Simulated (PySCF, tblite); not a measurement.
# CH10OSSi4: geometry, infrared bands and NMR shifts

What infrared bands and NMR shifts should CH10OSSi4 (`O[SiH2][Si@]1([SiH3])[SiH2]CS1`) show?

The runs use tblite 0.8.0 and PySCF 2.14.0, with density-fitted response routines of our own; the level of theory stands in each step. All values are computed, except where a source is named. Atoms are numbered from 0 throughout.

**1. The starting structure**

17 atoms, charge 0, multiplicity 1; geometry from: force field or distance geometry start.

Bonds of the start (Å): O0–Si1 1.73, Si1–Si2 2.22, Si2–Si3 2.20, Si2–Si4 2.20, Si4–C5 1.88, C5–S6 1.82, S6–Si2 2.17, O0–H7 0.99, Si1–H8 1.46, Si1–H9 1.47, Si3–H10 1.48, Si3–H11 1.48, Si3–H12 1.48, Si4–H13 1.44, Si4–H14 1.46, C5–H15 1.11, C5–H16 1.10.

**2. Geometry optimisation with GFN2-xTB**

The job: settings as JSON, then the geometry in Å.

```
{"job": {"kind": "relax", "xc": "GFN2-xTB", "basis": "xTB"}, "charge": 0, "multiplicity": 1}
O     -0.797800     1.844300     1.951600
Si    -1.590700     0.930500     0.711900
Si    -0.195600    -0.469300    -0.293800
Si    -1.026000    -2.377400    -1.008400
Si     1.920900    -0.406200     0.292100
C      1.785800     1.370300    -0.321200
S      0.914800     0.671100    -1.761700
H     -1.388300     2.551400     2.324600
H     -2.770200     0.287400     1.283200
H     -2.065600     1.916700    -0.266200
H     -0.095800    -2.967000    -1.991600
H     -2.308400    -2.101500    -1.684400
H     -1.326500    -3.346000     0.067200
H      2.244500    -0.429900     1.699400
H      2.804400    -1.238600    -0.527500
H      1.143900     1.926000     0.396800
H      2.743600     1.850300    -0.583100
```

Launch:

```console
OMP_NUM_THREADS=1 python probes_run.py task.json out
```

One launch serves the whole session: the jobs run in the order shown.

**Question.** This job is followed by: GFN2-xTB harmonic vibrations, gas phase; GIAO PBE0/pcSseg-1 NMR shielding, non-relativistic, gas phase. Predict these results of the whole session: strongest single infrared mode (GFN2-xTB); zero-point energy (GFN2-xTB); 13C shifts against TMS (PBE0/pcSseg-1); 1H shifts against TMS (PBE0/pcSseg-1, means over atoms taken as alike); 17O shifts against H2O (PBE0/pcSseg-1); 29Si shifts against TMS (PBE0/pcSseg-1); 33S shifts against CS2 (PBE0/pcSseg-1).

As calculated:

```
                                                              quantity                                               value
                             strongest single infrared mode (GFN2-xTB)                                756 cm⁻¹, 733 km/mol
                                          zero-point energy (GFN2-xTB)                                       62.2 kcal/mol
                                13C shifts against TMS (PBE0/pcSseg-1)                                            15.4 ppm
1H shifts against TMS (PBE0/pcSseg-1, means over atoms taken as alike)  5.82, 5.64, 5.24, 5.12, 3.90, 2.84, 2.48, 0.28 ppm
                                17O shifts against H2O (PBE0/pcSseg-1)                                             2.0 ppm
                               29Si shifts against TMS (PBE0/pcSseg-1)                     -20.2, -20.6, -38.1, -104.0 ppm
                                33S shifts against CS2 (PBE0/pcSseg-1)                                            -179 ppm
```

What this shows: Over 212 steps the energy fell by 1.569 eV; of the close pairs, Si2–Si4 changed most, 2.197 to 2.362 Å. No mode is imaginary among the 45: a minimum at this level. The strongest single mode, at 756 cm⁻¹, has its largest shares on H11, H10 and H12 (the list is cut at 3 atoms). GFN2-xTB is a fitted tight-binding method: band positions and strengths are rough. Its intensities can rank the bands wrongly. At PBE0/pcSseg-1: Shielding is most anisotropic at S6 (span 517 ppm, paramagnetic term -377 ppm).
